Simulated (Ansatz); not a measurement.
**C₂H₇BO₂: small, medium and large basis sets**

One table from this session's results is given with a row withheld; the runs are named, their logs left out.

Program: Ansatz 0.2.0, Gaussian basis. Level of theory: one geometry, several basis sets. These are calculated values, not measurements.

Levels to be run: PBE0-D4/def2-SVP; ωB97M-V/def2-SVP; PBE0-D4/def2-QZVPP; ωB97M-V/def2-QZVPP; the functionals' def2-TZVPP values are taken from earlier runs.

**Structure used throughout**

The geometry comes from an earlier relaxation with PBE0-D4 in a triple-zeta def2 set; it is a stationary point, not always the lowest conformer.

SMILES `COBOC`, 12 atoms, charge 0, spin multiplicity 1.

Atoms are counted from 1 here; the program's logs count them from 0.

Bond lengths: C1–O2 1.409 Å, C1–H6 1.092 Å, C1–H7 1.094 Å, C1–H8 1.092 Å, O2–B3 1.357 Å, B3–O4 1.350 Å, B3–H9 1.200 Å, O4–C5 1.414 Å, C5–H10 1.092 Å, C5–H11 1.092 Å, C5–H12 1.091 Å. Angles: O2–C1–H6 109.3°, O2–C1–H7 111.6°, O2–C1–H8 109.3°, H6–C1–H7 109.0°, H6–C1–H8 108.6°, H7–C1–H8 109.0°, C1–O2–B3 121.4°, O2–B3–O4 121.0°, O2–B3–H9 121.3°, O4–B3–H9 117.7°, B3–O4–C5 122.5°, O4–C5–H10 108.8°, O4–C5–H11 108.8°, O4–C5–H12 112.0°, H10–C5–H11 108.6°, H10–C5–H12 109.3°, H11–C5–H12 109.3°.

Set-up of the first run:

File in.yaml:

```yaml
crystal:
  periodic: [false, false, false]
  atoms:
    - {symbol: C, position_ang: [-1.901599, -0.489231, 0.724898]}
    - {symbol: O, position_ang: [-0.691712, 0.007305, 0.201146]}
    - {symbol: B, position_ang: [0.424851, -0.762242, 0.147735]}
    - {symbol: O, position_ang: [1.579178, -0.277003, -0.356509]}
    - {symbol: C, position_ang: [1.696771, 1.041730, -0.853310]}
    - {symbol: H, position_ang: [-2.675726, -0.437350, -0.044169]}
    - {symbol: H, position_ang: [-1.799691, -1.525894, 1.058830]}
    - {symbol: H, position_ang: [-2.208673, 0.129055, 1.571569]}
    - {symbol: H, position_ang: [0.421685, -1.894326, 0.545418]}
    - {symbol: H, position_ang: [2.470462, 1.563429, -0.285898]}
    - {symbol: H, position_ang: [2.003502, 0.996711, -1.900505]}
    - {symbol: H, position_ang: [0.757953, 1.592515, -0.775108]}
basis:
  gaussian: {orbitals: def2-SVP}
hamiltonian: {xc: pbe0, dispersion: d4}
output: {orbitals: {seedname: orbitals}}
```

The run is started by

```
ansatz run in.yaml --threads 4 --pin off --events-out ev --progress --plain --max-ram 10444MiB
```

Among the steps run: PBE0-D4 in def2-SVP; ωB97M-V in def2-SVP; PBE0-D4 in def2-QZVPP; ωB97M-V in def2-QZVPP.

One of the session's tables, all rows but one given; the rest of the session is left out.

It belongs to the step «Functionals by basis». 

| functional | basis | HOMO (eV) | LUMO (eV) |
| --- | --- | --- | --- |
| PBE0-D4 | def2-SVP | ? | ? |
| PBE0-D4 | def2-TZVPP | -8.21 | 0.93 |
| PBE0-D4 | def2-QZVPP | -8.24 | 0.73 |
| ωB97M-V | def2-SVP | -10.46 | 3.40 |
| ωB97M-V | def2-TZVPP | -10.60 | 2.57 |
| ωB97M-V | def2-QZVPP | -10.62 | 1.89 |

Estimate the missing values for PBE0-D4, def2-SVP.

**Answer.** HOMO (eV): -8.09; LUMO (eV): 1.37. In the column «HOMO (eV)» it is the highest.
